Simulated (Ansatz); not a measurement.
# GeNSi: the cost of one run

Program: Ansatz 0.2.0, Gaussian basis. Level of theory: cc-pVTZ, core rule «outside noble gas», up to 20 orbitals frozen. These are calculated values, not measurements.

To be run: UHF; CCSD(T) on ROHF; CCSD(T) on UHF; BCCD(T) on ROHF; CCSDT(Q) on ROHF; CCSDT(Q) on UHF.

6 further runs of the same task are left out: 1 for a known fault of the program, 5 set aside as unsound or not needed.

## (1) The geometry

The geometry is a PBE0/def2-TZVP stationary point (not a proven minimum). No spin-orbit coupling is included. The filled d shell of Ge may be among the frozen orbitals whatever the setting's name suggests; the logs give the count.

3 atoms, charge 0, spin multiplicity 2.

Atoms are counted from 1 here; the program's logs count them from 0.

Bond lengths: Ge1–Si2 2.353 Å, Si2–N3 1.602 Å. Angles: Ge1–Si2–N3 180.0°.

## (2) UHF

in.yaml

```yaml
crystal:
  periodic: [false, false, false]
  atoms:
    - {symbol: Ge, position_ang: [0.000000, 0.000000, 2.102400]}
    - {symbol: Si, position_ang: [0.000000, 0.000000, -0.250300]}
    - {symbol: N, position_ang: [0.000000, 0.000000, -1.852100]}
basis:
  gaussian: {orbitals: cc-pVTZ}
magnetization: {spin_polarized: true, initial_magnetization: 1}
hamiltonian: {xc: hf}
output: {orbitals: {seedname: orbitals}}
```

Run with:

```console
$ ansatz run in.yaml --threads 1 --pin off --events-out ev --progress --plain --max-ram 4096MiB --backend cpu
```

What time and memory should one allow on 1 thread of AMD EPYC 7R13, shared host?

About 25 s, with a peak of 0.31 GiB.
